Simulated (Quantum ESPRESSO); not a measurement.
This Quantum ESPRESSO 7.5 run on LiY2P2 needs a look.

File pw.in:

```
&CONTROL
  calculation = 'scf'
  prefix = 'pwscf'
  outdir = './tmp'
  pseudo_dir = './pseudo'
  tprnfor = .true.
  tstress = .true.
  disk_io = 'low'
/
&SYSTEM
  ibrav = 0
  nat = 5
  ntyp = 3
  ecutwfc = 74
  nbnd = 25
  input_dft = 'vdw-df-obk8'
  occupations = 'smearing'
  smearing = 'gaussian'
  degauss = 0.00367493
/
&ELECTRONS
  conv_thr = 1d-09
  electron_maxstep = 50
  mixing_beta = 0.5
/
ATOMIC_SPECIES
Li     6.9400 Li.upf
Y     88.9058 Y.upf
P     30.9738 P.upf
CELL_PARAMETERS angstrom
  -2.1830928700    2.1830928700    5.0455226100
   2.1830928700   -2.1830928700    5.0455226100
   2.1830928700    2.1830928700   -5.0455226100
ATOMIC_POSITIONS crystal
Li     0.0000000000    0.0000000000    0.0000000000
Y      0.2500000000    0.7500000000    0.5000000000
Y      0.7500000000    0.2500000000    0.5000000000
P      0.6345484900    0.6345484900    0.0000000000
P      0.3654515100    0.3654515100    0.0000000000
K_POINTS automatic
6 6 6
```

Potentials or basis: PseudoDojo 0.4.1 SR PBE standard.

Run with:

```bash
$ OMP_NUM_THREADS=1 pw.x -in pw.in > pw.out
```

pw.out:

```text
This program is part of the open-source Quantum ESPRESSO suite
     for quantum simulation of materials; please cite
         "P. Giannozzi et al., J. Phys.:Condens. Matter 21 395502 (2009);
         "P. Giannozzi et al., J. Phys.:Condens. Matter 29 465901 (2017);
         "P. Giannozzi et al., J. Chem. Phys. 152 154105 (2020);
     in publications or presentations arising from this work. More details at

 %%%%%%%%%%%%%%%%%%%%%%%%%%%%%%%%%%%%%%%%%%%%%%%%%%%%%%%%%%%%%%%%%%%%%%%%%%%%%%
     Error in routine card_kpoints (1):
      end of file while reading automatic k points
 %%%%%%%%%%%%%%%%%%%%%%%%%%%%%%%%%%%%%%%%%%%%%%%%%%%%%%%%%%%%%%%%%%%%%%%%%%%%%%

     stopping ...
```

Diagnose the run.

The input was rejected before any iteration. The input holds a flaw that was put in on purpose: k-point card without the shift.
